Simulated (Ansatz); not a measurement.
# Y8CO: the cost of one run

Method: DFT PBE, scalar-relativistic, plane waves, PAW, in Ansatz 0.2.0.

15 further runs of the same task are left out: 1 that didn't finish, 14 set aside as unsound or not needed.

## (1) The system as given

Symmetry: Pmm2, No. 25, orthorhombic system. The conventional cell has a = 5.674 Å, b = 7.313 Å, c = 21.998 Å, α = 90.00°, β = 90.00°, γ = 90.00°. Y (site symmetry mm2) is surrounded by 8 Y at 3.42 to 3.66 Å. Around Y (site symmetry m) lie 10 Y at 3.38 to 3.66 Å. Y (site symmetry mm2) has 8 Y at 3.46 to 3.66 Å as nearest neighbours. Around Y (site symmetry mm2) lie 1 C at 2.58 Å. C (site symmetry mm2) has 1 O at 1.16 Å as nearest neighbours. Around O (site symmetry mm2) lie 1 C at 1.16 Å.

Structure file:

```cif
data_structure
_symmetry_space_group_name_H-M 'P 1'
_symmetry_Int_Tables_number 1
_cell_length_a 7.3130
_cell_length_b 5.6740
_cell_length_c 21.9981
_cell_angle_alpha 90.000
_cell_angle_beta 90.000
_cell_angle_gamma 90.000
_cell_volume 912.78
loop_
_atom_site_label
_atom_site_type_symbol
_atom_site_fract_x
_atom_site_fract_y
_atom_site_fract_z
_atom_site_occupancy
Y1 Y 0.00000 0.75000 0.18183 1
Y2 Y 0.50000 0.75000 0.18183 1
Y3 Y 0.25000 0.25000 0.22982 1
Y4 Y 0.75000 0.25000 0.22982 1
Y5 Y 0.25000 0.75000 0.31309 1
Y6 Y 0.75000 0.75000 0.31309 1
Y7 Y 0.00000 0.25000 0.36358 1
Y8 Y 0.50000 0.25000 0.36358 1
C1 C 0.50000 0.25000 0.48086 1
O1 O 0.50000 0.25000 0.53360 1
```

This is the geometry of the first run shown, built on a cell relaxed beforehand with the same method.

## (2) The scan

Atoms count from 1 in the order of the input.

CO stands on one site of a rigid substrate while its tilt and height are varied at a fixed bond length.

- tilt of the C9-O10 axis from the surface normal: 7 values from 0 to 90 °
- height of C9 above the plane of Y7: 6 values from 2.36 to 3.91 Å

Nothing else is relaxed. Points are written as (first, second).

## (3) Grid point (0°, 2.58 Å)

The cell repeats along c, and a dipole correction in the vacuum removes the field between the copies.

The input, input.yaml:

```yaml
crystal:
  lattice:
    - [7.3129608291, 0.0, 0.0]
    - [0.0, 5.6740148963, 0.0]
    - [0.0, 0.0, 21.9980757826]
  atoms:
    - { symbol: "Y", position: [0.0, 0.75, 0.1818340858] }
    - { symbol: "Y", position: [0.5, 0.75, 0.1818340858] }
    - { symbol: "Y", position: [0.25, 0.25, 0.2298171451] }
    - { symbol: "Y", position: [0.75, 0.25, 0.2298171451] }
    - { symbol: "Y", position: [0.25, 0.75, 0.3130925676] }
    - { symbol: "Y", position: [0.75, 0.75, 0.3130925676] }
    - { symbol: "Y", position: [0.0, 0.25, 0.3635806996] }
    - { symbol: "Y", position: [0.5, 0.25, 0.3635806996] }
    - { symbol: C, position: [0.5, 0.25, 0.4808636849] }
    - { symbol: O, position: [0.5, 0.25, 0.5335955698] }
basis:
  ecutwfc: 420
kpoints:
  mp_grid: { grid: [4, 5, 1] }
hamiltonian:
  xc: pbe
scf:
  occupations: { method: gaussian, width: 0.1 }
output:
  forces: true
  eigenvalues: true
efield:
  axis: 3
  dipole_correction: true
  ramp_width: 0.04
```

Command:

```console
$ ansatz run input.yaml --threads 4 --pin off --max-ram 12288MiB --backend cpu --events-out ev --progress --plain --runs-dir out
```

Q: Estimate wall time and peak memory on 4 threads of Intel Xeon Platinum 8488C (Sapphire Rapids), shared host.

About 7.3 s, with a peak of 1.6 GiB.
